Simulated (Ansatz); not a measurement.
**GeH5 (doublet): from Hartree-Fock to the top rungs at distance Ge1–H5 along a hydrogen transfer = 1.427 Å, cc-pVDZ**

Aim: climb from Hartree-Fock through coupled cluster and multireference methods for GeH5 (doublet) at one geometry and basis, and see what each rung misses.

Program: Ansatz 0.2.0, Gaussian basis. Level of theory: cc-pVDZ, core rule «outside noble gas», up to 14 orbitals frozen. These are calculated values, not measurements.

To be run: UHF; CCSD(T) on ROHF; CCSD(T) on UHF; BCCD(T) on ROHF; CISD; CCSDT(Q) on ROHF; CCSDT(Q) on UHF; CASSCF and MRCISD+Q, 3 electrons in 3 orbitals; CASSCF and NEVPT2, 3 electrons in 3 orbitals; CASSCF and MRCISD+Q, 9 electrons in 9 orbitals; CASSCF and MRCISD+Q(relaxed), 9 electrons in 9 orbitals; CASSCF and NEVPT2, 9 electrons in 9 orbitals.

10 further runs of the same task are left out: 2 for a mislabelled method, 5 that didn't finish, 3 set aside as unsound or not needed.

### 1 The system

The geometry derives from fragments relaxed apart (PBE0/def2-TZVP) and kept rigid, so it is no stationary point. A hydrogen atom is moved between rigid fragments. No spin-orbit coupling is included. The filled d shell of Ge may be among the frozen orbitals whatever the setting's name suggests; the logs give the count.

6 atoms, charge 0, spin multiplicity 2.

Atoms are counted from 1 here; the program's logs count them from 0.

Bond lengths: Ge1–H2 1.534 Å, Ge1–H3 1.534 Å, Ge1–H4 1.534 Å, Ge1–H5 1.427 Å. Angles: H2–Ge1–H3 109.5°, H2–Ge1–H4 109.5°, H2–Ge1–H5 109.5°, H3–Ge1–H4 109.5°, H3–Ge1–H5 109.5°, H4–Ge1–H5 109.5°.

### 2 UHF

in.yaml

```yaml
crystal:
  periodic: [false, false, false]
  atoms:
    - {symbol: Ge, position_ang: [-0.036729, 0.000000, 0.000000]}
    - {symbol: H, position_ang: [-0.548179, 1.446599, 0.000000]}
    - {symbol: H, position_ang: [-0.548179, -0.723300, 1.252791]}
    - {symbol: H, position_ang: [-0.548179, -0.723299, -1.252792]}
    - {symbol: H, position_ang: [1.390271, 0.000000, 0.000000]}
    - {symbol: H, position_ang: [2.901271, 0.000000, 0.000000]}
basis:
  gaussian: {orbitals: cc-pVDZ}
magnetization: {spin_polarized: true, initial_magnetization: 1}
hamiltonian: {xc: hf}
output: {orbitals: {seedname: orbitals}}
```

Launch:

```console
ansatz run in.yaml --threads 1 --pin off --events-out ev --progress --plain --max-ram 2393MiB
```

After this run come: CCSD(T) on ROHF; CCSD(T) on UHF; BCCD(T) on ROHF; CISD; CCSDT(Q) on ROHF; CCSDT(Q) on UHF; CASSCF and MRCISD+Q, 3 electrons in 3 orbitals; CASSCF and NEVPT2, 3 electrons in 3 orbitals; CASSCF and MRCISD+Q, 9 electrons in 9 orbitals; CASSCF and MRCISD+Q(relaxed), 9 electrons in 9 orbitals; CASSCF and NEVPT2, 9 electrons in 9 orbitals.

Before running them: what should the planned runs give, taken together? Wanted: UCCSDT(Q) below the RHF energy; RMP2 from UCCSDT(Q); UMP2 from UCCSDT(Q); RCCSD from UCCSDT(Q); RCCSD(T) from UCCSDT(Q); UCCSD(T) from UCCSDT(Q); RCCSDT(Q) from UCCSDT(Q); NEVPT2 pair from UCCSDT(Q); MRCISD+Q pair from UCCSDT(Q).

**Answer**, as computed:

```
                         quantity                                                                                                               value
   UCCSDT(Q) below the RHF energy                                                                                                          -4.0837 eV
              RMP2 from UCCSDT(Q)                                                                                                        +88.9 kJ/mol
              UMP2 from UCCSDT(Q)                                                                                                        +88.4 kJ/mol
             RCCSD from UCCSDT(Q)                                                                                                         +8.3 kJ/mol
          RCCSD(T) from UCCSDT(Q)                                                                                                         +1.7 kJ/mol
          UCCSD(T) from UCCSDT(Q)                                                                                                         +1.7 kJ/mol
         RCCSDT(Q) from UCCSDT(Q)                                                                                                          0.0 kJ/mol
       NEVPT2 pair from UCCSDT(Q)                                                                                                        +88.7 kJ/mol
     MRCISD+Q pair from UCCSDT(Q)                                                                                                         -1.1 kJ/mol
    NEVPT2 valence from UCCSDT(Q)                                                                                                        +73.6 kJ/mol
levels within 1 kcal/mol (43 meV)  RCCSD(T), UCCSD(T), BCCD(T), RCCSDT, UCCSDT, RCCSDT(Q), MRCISD+Q pair, MRCISD+Q valence, MRCISD+Q(relaxed) valence
                    T1 diagnostic                                                                                                               0.015
   effectively unpaired electrons                                                                                                                1.02
```

What this shows: RCCSD(T) misses by +1.7 kJ/mol, 0.4 % of the correlation energy. One determinant dominates. Of the multireference levels listed MRCISD+Q valence comes nearest in total energy (+1.1 kJ/mol), which doesn't show that its space is the better one. These misses are within one basis, not against nature; the frozen cores of restricted and unrestricted runs differ, which can shift their rows.
